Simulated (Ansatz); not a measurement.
# H12O4Si4Ti: the cost of one run

Computed with Ansatz 0.2.0, Gaussian basis. Level: one geometry, several basis sets.

The runs, in order: PBE0-D4/def2-SVP; ωB97M-V/def2-SVP; PBE0-D4/def2-QZVPP; ωB97M-V/def2-QZVPP; the functionals' def2-TZVPP values are taken from earlier runs.

### Step 1. Structure used throughout

The geometry comes from an earlier relaxation with PBE0-D4 in a triple-zeta def2 set; it is a stationary point, not always the lowest conformer.

SMILES `[SiH3][O][Ti]([O][SiH3])([O][SiH3])[O][SiH3]`, 21 atoms, charge 0, spin multiplicity 1.

Atoms are counted from 1 here; the program's logs count them from 0.

Bond lengths: Si1–O2 1.637 Å, Si1–H10 1.486 Å, Si1–H11 1.486 Å, Si1–H12 1.486 Å, O2–Ti3 1.787 Å, Ti3–O4 1.787 Å, Ti3–O6 1.787 Å, Ti3–O8 1.787 Å, O4–Si5 1.637 Å, Si5–H13 1.486 Å, Si5–H14 1.486 Å, Si5–H15 1.486 Å, O6–Si7 1.637 Å, Si7–H16 1.486 Å, Si7–H17 1.486 Å, Si7–H18 1.486 Å, O8–Si9 1.637 Å, Si9–H19 1.486 Å and more. Angles: O2–Si1–H10 109.5°, O2–Si1–H11 109.5°, O2–Si1–H12 109.5°, H10–Si1–H11 109.4°, H10–Si1–H12 109.4°, H11–Si1–H12 109.4°, Si1–O2–Ti3 179.8°, O2–Ti3–O4 109.5°, O2–Ti3–O6 109.5°, O2–Ti3–O8 109.5°, O4–Ti3–O6 109.5°, O4–Ti3–O8 109.5°, O6–Ti3–O8 109.5°, Ti3–O4–Si5 179.9°, O4–Si5–H13 109.5°, O4–Si5–H14 109.5°, O4–Si5–H15 109.5°, H13–Si5–H14 109.4° and more.

### Step 2. PBE0-D4 in def2-SVP

File in.yaml:

```yaml
crystal:
  periodic: [false, false, false]
  atoms:
    - {symbol: Si, position_ang: [2.404259, 1.474476, -1.930561]}
    - {symbol: O, position_ang: [1.250832, 0.772627, -1.005127]}
    - {symbol: Ti, position_ang: [-0.006768, 0.000563, 0.002563]}
    - {symbol: O, position_ang: [-0.853529, -1.248238, -0.954823]}
    - {symbol: Si, position_ang: [-1.632195, -2.390196, -1.831764]}
    - {symbol: O, position_ang: [-1.180204, 1.236045, 0.540827]}
    - {symbol: Si, position_ang: [-2.253133, 2.369022, 1.035399]}
    - {symbol: O, position_ang: [0.756013, -0.758191, 1.429290]}
    - {symbol: Si, position_ang: [1.457611, -1.451242, 2.735754]}
    - {symbol: H, position_ang: [2.126127, 2.928730, -2.053468]}
    - {symbol: H, position_ang: [2.402326, 0.855930, -3.281372]}
    - {symbol: H, position_ang: [3.735093, 1.278171, -1.299988]}
    - {symbol: H, position_ang: [-3.076719, -2.053198, -1.915905]}
    - {symbol: H, position_ang: [-1.471985, -3.714420, -1.177468]}
    - {symbol: H, position_ang: [-1.057288, -2.443485, -3.200676]}
    - {symbol: H, position_ang: [-1.859479, 3.695840, 0.495080]}
    - {symbol: H, position_ang: [-2.267564, 2.425422, 2.519950]}
    - {symbol: H, position_ang: [-3.609675, 2.017949, 0.541633]}
    - {symbol: H, position_ang: [0.903456, -0.848888, 3.975655]}
    - {symbol: H, position_ang: [2.925274, -1.224946, 2.690448]}
    - {symbol: H, position_ang: [1.183150, -2.911374, 2.731353]}
basis:
  gaussian: {orbitals: def2-SVP}
hamiltonian: {xc: pbe0, dispersion: d4}
output: {orbitals: {seedname: orbitals}}
```

Run with:

```bash
$ ansatz run in.yaml --threads 4 --pin off --events-out ev --progress --plain --max-ram 46080MiB --backend cpu
```

Q: Estimate wall time and peak memory on 4 threads of AMD EPYC 7R13, shared host.

About 5.5 s, with a peak of 0.84 GiB.
